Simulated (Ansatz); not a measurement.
# CH4N2OSi: the cost of one run

The runs use Ansatz 0.2.0, Gaussian basis; the settings change from run to run.

### Step 1. The molecule

The structure was relaxed beforehand with PBE0-D4 in a triple-zeta def2 set.

9 atoms, charge 0, spin multiplicity 1.

Atoms are counted from 1 here; the program's logs count them from 0.

Bond lengths: N1–Si2 1.679 Å, N1–H6 1.005 Å, N1–H7 1.006 Å, Si2–N3 1.763 Å, Si2–O5 1.735 Å, Si2–H8 1.475 Å, N3–C4 1.280 Å, C4–O5 1.366 Å, C4–H9 1.091 Å. Angles: Si2–N1–H6 122.6°, Si2–N1–H7 123.9°, H6–N1–H7 113.2°, N1–Si2–N3 119.4°, N1–Si2–O5 118.4°, N1–Si2–H8 108.1°, N3–Si2–O5 79.4°, N3–Si2–H8 118.5°, O5–Si2–H8 110.7°, Si2–N3–C4 83.3°, N3–C4–O5 115.2° and more.

### Step 2. CAM-B3LYP/aug-cc-pVTZ

Options: charge -1, multiplicity 2, coordinates scaled by 1.25, a grid of angular degree 11.

Contents of in.yaml:

```yaml
crystal:
  periodic: [false, false, false]
  atoms:
    - {symbol: N, position_ang: [0.555623, 0.779289, 1.887251]}
    - {symbol: Si, position_ang: [-0.165500, -0.496518, 0.385204]}
    - {symbol: N, position_ang: [1.088341, -0.903550, -1.380248]}
    - {symbol: C, position_ang: [-0.134387, -0.237617, -2.168040]}
    - {symbol: O, position_ang: [-1.400156, 0.351030, -1.184150]}
    - {symbol: H, position_ang: [0.199668, 0.680463, 3.087942]}
    - {symbol: H, position_ang: [1.286696, 1.778142, 1.667132]}
    - {symbol: H, position_ang: [-1.026537, -1.909739, 1.199401]}
    - {symbol: H, position_ang: [-0.293122, -0.099376, -3.515867]}
basis:
  gaussian: {orbitals: aug-cc-pVTZ, final_grid: {core_spheres: 5, valence_spheres: 4, degree: 11}}
total_charge: -1
magnetization: {spin_polarized: true, initial_magnetization: 1}
hamiltonian: {xc: {name: CAM-B3LYP}}
```

Command:

```sh
ansatz run in.yaml --threads 2 --pin off --events-out ev --progress --plain --max-ram 4352MiB
```

Q: Estimate wall time and peak memory on 2 threads of Arm Neoverse V2, shared host.

About 69 s, with a peak of 1.2 GiB.
